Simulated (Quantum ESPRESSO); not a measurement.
Something may be wrong with this Quantum ESPRESSO 7.5 calculation of AlCu2.

Contents of pw.in:

```
&CONTROL
  calculation = 'vc-relax'
  prefix = 'pwscf'
  outdir = './tmp'
  pseudo_dir = './pseudo'
  tprnfor = .true.
  tstress = .true.
  disk_io = 'low'
  nstep = 30
  forc_conv_thr = 0.0004
  etot_conv_thr = 1d-05
/
&SYSTEM
  ibrav = 2
  nat = 3
  ntyp = 2
  ecutwfc = 112
  nbnd = 29
  input_dft = 'XC-000I-000I-110L-131L-000I-000I'
  occupations = 'smearing'
  smearing = 'fd'
  degauss = 0.00734986
/
&ELECTRONS
  conv_thr = 6d-10
  electron_maxstep = 60
  mixing_beta = 0.5
/
&IONS
  ion_dynamics = 'bfgs'
/
&CELL
  cell_dynamics = 'bfgs'
  press = 0
  press_conv_thr = 0.3
/
ATOMIC_SPECIES
Al    26.9815 Al.upf
Cu    63.5460 Cu.upf
CELL_PARAMETERS angstrom
   2.7869321000    0.0000000000    0.0000000000
   0.0000000000    2.7869321000    0.0000000000
   0.0000000000    0.0000000000    6.1167578300
ATOMIC_POSITIONS crystal
Al     0.0000000000    0.0000000000    0.5000000000
Cu     0.0000000000    0.0000000000    0.8091535500
Cu     0.0000000000    0.0000000000    0.1908464500
K_POINTS automatic
4 4 2 0 0 0
```

Potentials or basis: PseudoDojo 0.4.1 SR LDA stringent.

Run with:

```console
$ OMP_NUM_THREADS=1 pw.x -in pw.in > pw.out
```

pw.out:

```text
This program is part of the open-source Quantum ESPRESSO suite
     for quantum simulation of materials; please cite
         "P. Giannozzi et al., J. Phys.:Condens. Matter 21 395502 (2009);
         "P. Giannozzi et al., J. Phys.:Condens. Matter 29 465901 (2017);
         "P. Giannozzi et al., J. Chem. Phys. 152 154105 (2020);
     in publications or presentations arising from this work. More details at

 %%%%%%%%%%%%%%%%%%%%%%%%%%%%%%%%%%%%%%%%%%%%%%%%%%%%%%%%%%%%%%%%%%%%%%%%%%%%%%
     Error in routine  iosys (1):
      invalid lattice parameters ( celldm or a )
 %%%%%%%%%%%%%%%%%%%%%%%%%%%%%%%%%%%%%%%%%%%%%%%%%%%%%%%%%%%%%%%%%%%%%%%%%%%%%%

     stopping ...
```

**Question.** How did it end, and where is the flaw?

**Answer.** The input was rejected before any iteration. The input holds a flaw that was put in on purpose: ibrav does not fit the cell card.
